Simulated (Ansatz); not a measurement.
# Zn2Sn5N: the cost of one run

Program: Ansatz 0.2.0. Level of theory: DFT PBE, scalar-relativistic, plane waves, PAW, unless a step names another level. These are calculated values, not measurements.

9 further runs of the same task are left out: 1 that didn't finish, 8 set aside as unsound or not needed. Runs told in other sessions of the task aren't counted.

## Step 1: What the formula suggests

Pauling electronegativities: Zn 1.65, Sn 1.96, N 3.04 (spread 1.39). No set of common oxidation states balances it. Tabulated atomic sizes suggest about 21 Å³/atom. 19 candidates were drawn, by swapping species into database cells of other compounds, at random by space group and Wyckoff sites, or by hand, as the table says:

| name | made from | space group no. | Wyckoff sites | atoms (primitive cell) | V (Å³/atom) |
| --- | --- | --- | --- | --- | --- |
| c01 | random | 123 | Zn 1c, 1b; Sn 4m, 1a; N 1d | 8 | 24.5 |
| c02 | built by hand: Tl4SnTe3-derived ordered In5Bi3 | 140 | Zn 8h; Sn 16l, 4a; N 4c | 16 | 21.4 |
| c03 | random | 191 | Zn 2e; Sn 4h, 1b; N 1a | 8 | 22.2 |
| c04 | random | 191 | Zn 2e; Sn 2c, 3g; N 1a | 8 | 24.8 |
| c05 | random | 216 | Zn 4d, 4b; Sn 4c, 16e; N 4a | 8 | 21.8 |
| c06 | random | 191 | Zn 2c; Sn 3g, 2d; N 1b | 8 | 27.3 |
| c07 | random | 139 | Zn 4c; Sn 4e, 4d, 2b; N 2a | 8 | 23.3 |
| c08 | built by hand: Nb5Sn2Ga (ordered W5Si3) | 140 | Zn 8h; Sn 16k, 4b; N 4a | 16 | 21.4 |
| c09 | random | 139 | Zn 4e; Sn 2a, 8j; N 2b | 8 | 24.0 |
| c10 | random | 191 | Zn 2c; Sn 4h, 1b; N 1a | 8 | 22.1 |
| c11 | random | 216 | Zn 4b, 4d; Sn 16e, 4a; N 4c | 8 | 26.5 |
| c12 | random | 191 | Zn 2e; Sn 3f, 2c; N 1a | 8 | 27.2 |
| c13 | random | 123 | Zn 2h; Sn 4j, 1a; N 1c | 8 | 24.6 |
| c14 | built by hand: Zn2N antiperovskite slab with Sn layers | 123 | Zn 2f; Sn 2g, 2h, 1d; N 1a | 8 | 21.4 |
| c15 | built by hand: Mo5SiB2 (ordered Cr5B3) | 140 | Zn 8h; Sn 16l, 4c; N 4a | 16 | 21.4 |
| c16 | database cell of K2AlF5 | 123 | Zn 2e; Sn 4j, 1b; N 1a | 8 | 19.7 |
| c17 | built by hand: anti-CdI2 Zn2N layer plus close-packed Sn slab | 164 | Zn 2d; Sn 2d, 1b, 2d; N 1a | 8 | 21.4 |
| c18 | random | 123 | Zn 2h; Sn 4j, 1a; N 1d | 8 | 23.9 |
| c19 | database cell of Al5CuMo2 | 123 | Zn 1a, 1d; Sn 4i, 1c; N 1b | 8 | 20.8 |

## Step 2: Screening run of c01

The input, input.yaml:

```yaml
crystal:
  lattice:
    - [5.83417171, 0.0, 0.0]
    - [0.0, 5.83417171, 0.0]
    - [0.0, 0.0, 5.76270505]
  atoms:
    - { symbol: Zn, position: [0.5, 0.5, 0.0] }
    - { symbol: Zn, position: [0.0, 0.0, 0.5] }
    - { symbol: Sn, position: [0.7129857, 0.0, 0.5] }
    - { symbol: Sn, position: [0.2870143, 0.0, 0.5] }
    - { symbol: Sn, position: [0.0, 0.2870143, 0.5] }
    - { symbol: Sn, position: [0.0, 0.7129857, 0.5] }
    - { symbol: Sn, position: [0.0, 0.0, 0.0] }
    - { symbol: "N", position: [0.5, 0.5, 0.5] }
basis:
  ecutwfc: 420
kpoints:
  mp_grid: { grid: [3, 3, 3] }
hamiltonian:
  xc: pbe
scf:
  occupations: { method: gaussian, width: 0.2 }
  lower_state_search: "off"
output:
  forces: true
  stress: true
  eigenvalues: true
relax:
  adjacent_minimum: "off"
  f_tol: 0.08
  max_steps: 16
  cell: { stress_tol: 0.8 }
```

Run with:

```console
> ansatz run input.yaml --threads 1 --pin off --max-ram 2560MiB --backend cpu --events-out ev --progress --plain --runs-dir out
```

Q: Estimate wall time and peak memory on 1 thread of Intel Xeon 6975P-C (Granite Rapids), shared host.

About 70 s, with a peak of 0.62 GiB.
